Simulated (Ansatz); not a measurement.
**BaMn2Bi2 (I4/mmm): equation of state**

An exercise on one series of results from a longer session: the logs are not shown, and one member is left open.

Computed with Ansatz 0.2.0 (DFT PBE, scalar-relativistic, plane waves, PAW, unless a step's input says otherwise).

Spin polarisation is switched off on purpose; where the compound carries moments, volume, stiffness and gap are then not the real material's.

### The starting structure

Symmetry: I4/mmm, No. 139, tetragonal system. Conventional cell: a = 4.016 Å, b = 4.016 Å, c = 15.622 Å, α = 90.00°, β = 90.00°, γ = 90.00°. Ba (site symmetry 4/mmm) has 8 Bi at 3.58 Å and 4 Ba at 4.02 Å as nearest neighbours. Mn (site symmetry -4m2) is surrounded by 4 Bi at 2.65 Å and 4 Mn at 2.84 Å. Bi (site symmetry 4mm) is surrounded by 4 Mn at 2.65 Å.

Structure file:

```cif
data_structure
_symmetry_space_group_name_H-M 'P 1'
_symmetry_Int_Tables_number 1
_cell_length_a 8.3113
_cell_length_b 8.3113
_cell_length_c 8.3113
_cell_angle_alpha 152.040
_cell_angle_beta 152.040
_cell_angle_gamma 39.956
_cell_volume 125.97
loop_
_atom_site_label
_atom_site_type_symbol
_atom_site_fract_x
_atom_site_fract_y
_atom_site_fract_z
_atom_site_occupancy
Ba1 Ba 0.00000 0.00000 0.00000 1
Mn1 Mn 0.25000 0.75000 0.50000 1
Mn2 Mn 0.75000 0.25000 0.50000 1
Bi1 Bi 0.36058 0.36058 0.00000 1
Bi2 Bi 0.63942 0.63942 0.00000 1
```

This cell comes from an earlier session at PBE: 25.194 Å³/atom at 0.00 GPa, on a 14×14×14 mesh.

Volume factors to run: 0.980, 1.020, 0.960, 1.040.

The first run:

The input, input.yaml:

```yaml
crystal:
  lattice:
    - [-1.9944250885, 1.9944250885, 7.7587358787]
    - [1.9944250885, -1.9944250885, 7.7587358787]
    - [1.9944250885, 1.9944250885, -7.7587358787]
  atoms:
    - { symbol: Ba, position: [0.0, 0.0, 0.0] }
    - { symbol: Mn, position: [0.25, 0.75, 0.5] }
    - { symbol: Mn, position: [0.75, 0.25, 0.5] }
    - { symbol: Bi, position: [0.3605771019, 0.3605771019, 0.0] }
    - { symbol: Bi, position: [0.6394228981, 0.6394228981, 0.0] }
basis:
  ecutwfc: 420
  ecutrho_ratio: 4
kpoints:
  mp_grid: { grid: [14, 14, 14] }
hamiltonian:
  xc: pbe
scf:
  occupations: { method: gaussian, width: 0.05 }
output:
  forces: true
  stress: true
  eigenvalues: true
relax:
  f_tol: 0.01
  max_steps: 40
  cell: { stress_tol: 0.1, fix: [volume] }
```

On the command line:

```
> ansatz run input.yaml --threads 1 --pin off --max-ram 2560MiB --backend cpu --events-out ev --progress --plain --runs-dir out
```

Among the steps run: Volume × 0.980; At 1.020 of the relaxed volume; Scaling the volume by 0.960; Volume × 1.040.

One of the session's tables, all rows but one given; the rest of the session is left out.

It belongs to the step «Energy and pressure against volume». 

```
volume (Å³/atom)  energy (meV/atom)  pressure (GPa)
          24.186               7.51            2.48
          24.690                  ?               ?
          25.194               0.00            0.00
          25.697               1.65           -1.04
          26.201               6.37           -1.96
```

Q: Estimate the row for volume (Å³/atom) = 24.690 from the others.

Worked estimate for «energy (meV/atom)». A straight line through the neighbours (24.186, 7.51) and (25.194, 0.00) gives 7.51 + (0.00 − 7.51) × (24.690 − 24.186) / (25.194 − 24.186) = 3.75; a parabola fitted to 3 rows on both sides gives 1.95.

As computed: energy (meV/atom): 1.81; pressure (GPa): 1.18. In «energy (meV/atom)» the line misses by +1.94 and the parabola by +0.14.

Caveats from the session: Warnings in the runs' records: k point list ram cut.
